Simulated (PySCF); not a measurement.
# C3H9AlO (SMILES C[CH](C)[AlH][OH]): levels of theory compared

Aim: a comparison of 6 runs (HF/3-21G, HF/6-311G**, B3LYP/6-31G*, B2PLYP/def2-SVP, PBE0/def2-SVP) of C3H9AlO. 

The results are computed with PySCF 2.14.0.

## Step 1: The system as given

C3H9AlO: 14 atoms, total charge 0, spin state singlet. As SMILES, `C[CH](C)[AlH][OH]`. The coordinates come from a PBE0-D4/def2-TZVP relaxation. This is one conformer, not always the lowest.

Bond lengths: C1–C2 1.529 Å, C2–C3 1.528 Å, C2–Al4 1.961 Å, Al4–O5 1.701 Å, C1–H6 1.095 Å, C1–H7 1.094 Å, C1–H8 1.096 Å, C2–H9 1.102 Å, C3–H10 1.095 Å, C3–H11 1.092 Å, C3–H12 1.097 Å, Al4–H13 1.592 Å, O5–H14 0.956 Å. Some angles: C1–C2–C3 111.6°, C1–C2–Al4 112.2°, C3–C2–Al4 113.4°, C2–Al4–O5 117.4°, C1–C2–H9 107.2°, C3–C2–H9 107.6°, Al4–C2–H9 104.3°, C2–C1–H6 111.5°, C2–C1–H7 112.5°, C2–C1–H8 111.3°.

## Step 2: Energy and forces at HF/3-21G (run 1)

job.py reads:

```python
from pyscf import gto, scf

mol = gto.Mole()
mol.atom = '''
C     -1.186200     0.221100     1.212300
C      0.152600     0.205300     0.473200
C      0.817900    -1.168000     0.543800
Al    -0.001900     0.901900    -1.352900
O      1.029800     0.242100    -2.533700
H     -1.894800    -0.489700     0.774100
H     -1.662600     1.205600     1.193000
H     -1.063700    -0.062900     2.264200
H      0.815300     0.923100     0.983600
H      0.197800    -1.936200     0.071100
H      1.786100    -1.184000     0.038100
H      0.976200    -1.479900     1.583300
H     -1.013800     2.054500    -1.778800
H      1.034300     0.538000    -3.442400
'''
mol.basis = '3-21g'
mol.verbose = 3
mol.max_memory = 1860
mol.build()

calc0 = scf.RHF(mol)
calc0.conv_tol = 1e-10
calc0.kernel()
if not calc0.converged:
    calc0 = calc0.newton().run(calc0.mo_coeff, calc0.mo_occ)

e_tot = calc0.e_tot
print(f'total energy: {e_tot:.8f} hartree')
grad = calc0.nuc_grad_method().kernel()
dip = calc0.dip_moment()
pop, q = calc0.mulliken_pop()
```

Started as:

```console
$ OMP_NUM_THREADS=1 python job.py
```

Log:

```text
converged SCF energy = -433.278162483375
total energy: -433.27816248 hartree
[... 8 lines left out ...]
Dipole moment(X, Y, Z, Debye): -0.46643,  0.88819, -0.68815
[... 82 lines left out ...]
charge of   13H =      0.39845
```

It took 8.4 s on 1 thread of Intel Xeon at 2.50GHz (Skylake/Cascade Lake), shared host; peak memory 0.14 GiB.

## Step 3: Energy and gradient at HF/6-311G(d,p) (run 2)

calc.py reads:

```python
from pyscf import gto

mol = gto.M(
    atom='''
C       -1.186200       0.221100       1.212300
C        0.152600       0.205300       0.473200
C        0.817900      -1.168000       0.543800
Al      -0.001900       0.901900      -1.352900
O        1.029800       0.242100      -2.533700
H       -1.894800      -0.489700       0.774100
H       -1.662600       1.205600       1.193000
H       -1.063700      -0.062900       2.264200
H        0.815300       0.923100       0.983600
H        0.197800      -1.936200       0.071100
H        1.786100      -1.184000       0.038100
H        0.976200      -1.479900       1.583300
H       -1.013800       2.054500      -1.778800
H        1.034300       0.538000      -3.442400
''',
    charge=0,
    max_memory=1860,
    basis='6-311g**',
    verbose=4,
    spin=0,
)

mf = mol.RHF()
mf.conv_tol = 1e-10
mf.kernel()
if not mf.converged:
    mf = mf.newton().run(mf.mo_coeff, mf.mo_occ)

energy = mf.e_tot
print('E = %.10f Eh' % energy)
grad = mf.nuc_grad_method().kernel()
dip = mf.dip_moment()
pop, q = mf.mulliken_pop()
```

Started as:

```console
$ OMP_NUM_THREADS=1 python calc.py
```

Log:

```text
PySCF version 2.14.0

[... 68 lines left out ...]
converged SCF energy = -435.725952945802
[... 12 lines left out ...]
Dipole moment(X, Y, Z, Debye): -0.37504,  0.75103, -0.46874
[... 167 lines left out ...]
charge of   13H =      0.28863
```

It took 93 s on 1 thread of Intel Xeon at 2.50GHz (Skylake/Cascade Lake), shared host; peak memory 0.62 GiB.

Run 3 isn't shown in full; the table further down has it.

## Step 4: Energy and forces at B3LYP/6-31G(d) (Cartesian functions) (run 4)

run.py reads:

```python
from pyscf import gto, dft

molecule = gto.Mole()
molecule.atom = '''
C       -1.186200       0.221100       1.212300
C        0.152600       0.205300       0.473200
C        0.817900      -1.168000       0.543800
Al      -0.001900       0.901900      -1.352900
O        1.029800       0.242100      -2.533700
H       -1.894800      -0.489700       0.774100
H       -1.662600       1.205600       1.193000
H       -1.063700      -0.062900       2.264200
H        0.815300       0.923100       0.983600
H        0.197800      -1.936200       0.071100
H        1.786100      -1.184000       0.038100
H        0.976200      -1.479900       1.583300
H       -1.013800       2.054500      -1.778800
H        1.034300       0.538000      -3.442400
'''
molecule.charge = 0
molecule.basis = '6-31g*'
molecule.cart = True
molecule.verbose = 3
molecule.max_memory = 1860
molecule.build()

myscf = dft.RKS(molecule, xc='b3lyp')
myscf.conv_tol = 1e-10
myscf.grids.level = 5
myscf.kernel()
if not myscf.converged:
    myscf = myscf.newton().run(myscf.mo_coeff, myscf.mo_occ)

e_final = myscf.e_tot
print('E = %.10f Eh' % e_final)
grad = myscf.nuc_grad_method().kernel()
dip = myscf.dip_moment()
pop, q = myscf.mulliken_pop()
```

Started as:

```console
$ OMP_NUM_THREADS=1 python run.py
```

Log:

```text
converged SCF energy = -437.43692837198
[... 9 lines left out ...]
Dipole moment(X, Y, Z, Debye): -0.19422,  0.53466, -0.47096
[... 112 lines left out ...]
charge of   13H =      0.41247
```

It took 1.8 min on 1 thread of Intel Xeon at 2.50GHz (Skylake/Cascade Lake), shared host; peak memory 1 GiB.

Run 5 isn't shown in full; the table further down has it.

## Step 5: Energy and forces at PBE0/def2-SVP (run 6)

input.py reads:

```python
# C[CH](C)[AlH][OH]
import pyscf.grad
from pyscf import gto, dft

molecule = gto.M(
    atom=[
    ('C', (-1.186200, 0.221100, 1.212300)),
    ('C', (0.152600, 0.205300, 0.473200)),
    ('C', (0.817900, -1.168000, 0.543800)),
    ('Al', (-0.001900, 0.901900, -1.352900)),
    ('O', (1.029800, 0.242100, -2.533700)),
    ('H', (-1.894800, -0.489700, 0.774100)),
    ('H', (-1.662600, 1.205600, 1.193000)),
    ('H', (-1.063700, -0.062900, 2.264200)),
    ('H', (0.815300, 0.923100, 0.983600)),
    ('H', (0.197800, -1.936200, 0.071100)),
    ('H', (1.786100, -1.184000, 0.038100)),
    ('H', (0.976200, -1.479900, 1.583300)),
    ('H', (-1.013800, 2.054500, -1.778800)),
    ('H', (1.034300, 0.538000, -3.442400)),
],
    max_memory=1860,
    verbose=3,
    basis='def2-svp',
)

mf = dft.RKS(molecule)
mf.xc = 'pbe0'
mf.grids.level = 5
mf.conv_tol = 1e-10
mf.kernel()
if not mf.converged:
    mf = mf.newton().run(mf.mo_coeff, mf.mo_occ)

e_tot = mf.e_tot
print('E = %.10f Eh' % e_tot)
grad = mf.Gradients().kernel()
mf.analyze()
```

Started as:

```console
$ OMP_NUM_THREADS=1 python input.py
```

Log:

```text
converged SCF energy = -436.868767431778
[... 16 lines left out ...]
MO #7   energy= -2.70195265367064  occ= 2
[... 13 lines left out ...]
MO #21  energy= -0.342170674515371 occ= 2
[... 13 lines left out ...]
MO #35  energy= 0.177215125818907  occ= 0
[... 13 lines left out ...]
MO #49  energy= 0.593653560265951  occ= 0
[... 13 lines left out ...]
MO #63  energy= 0.773511304870136  occ= 0
[... 13 lines left out ...]
MO #77  energy= 1.50477030113342   occ= 0
[... 13 lines left out ...]
MO #91  energy= 1.8976611351872    occ= 0
[... 13 lines left out ...]
MO #105 energy= 2.58571420219663   occ= 0
[... 13 lines left out ...]
MO #119 energy= 3.73930538166289   occ= 0
[... 15 lines left out ...]
Dipole moment(X, Y, Z, Debye): -0.15981,  0.49358, -0.49895
```

Run time: 2.7 min. Hardware: 1 thread of Intel Xeon at 2.50GHz (Skylake/Cascade Lake), shared host; peak memory 1.3 GiB.

## Step 6: The series

```
run                               level  integration grid  Cartesian functions  energy (Eh)  dipole moment (D)  HOMO energy (eV)  LUMO energy (eV)  wall time
  1                            HF/3-21G                 –                   no  -433.278162               1.22             -9.97              2.40      8.4 s
  2                         HF/6-311G**                 –                   no  -435.725953               0.96            -10.14              1.80       93 s
  3  B3LYP/6-31G* (spherical functions)                 5                   no  -437.431783               0.73             -6.81             -0.56    1.7 min
  4  B3LYP/6-31G* (Cartesian functions)                 5                  yes  -437.436928               0.74             -6.81             -0.56    1.8 min
  5                     B2PLYP/def2-SVP                 5                   no  -436.877791               0.83             -8.25              0.65       75 s
  6                       PBE0/def2-SVP                 5                   no  -436.868767               0.72             -7.13             -0.38    2.7 min
```

## Step 7: What came out

```
                       quantity          value
            run 6: total energy  -436.86877 Eh
           run 6: dipole moment         0.72 D
             run 6: HOMO energy       -7.13 eV
             run 6: LUMO energy       -0.38 eV
           run 6: HOMO–LUMO gap        6.75 eV
run 6: largest force on an atom     0.295 eV/Å
```

What this shows: The dipole moment (its size) runs from 0.72 D (PBE0/def2-SVP) to 1.22 D (HF/3-21G). The two ends differ in method and basis. The HOMO–LUMO gap runs from 6.25 eV (B3LYP/6-31G*) to 12.37 eV (HF/3-21G). Totals of different functionals can't be ranked against each other. All runs together took 9.1 min, the longest 2.7 min.
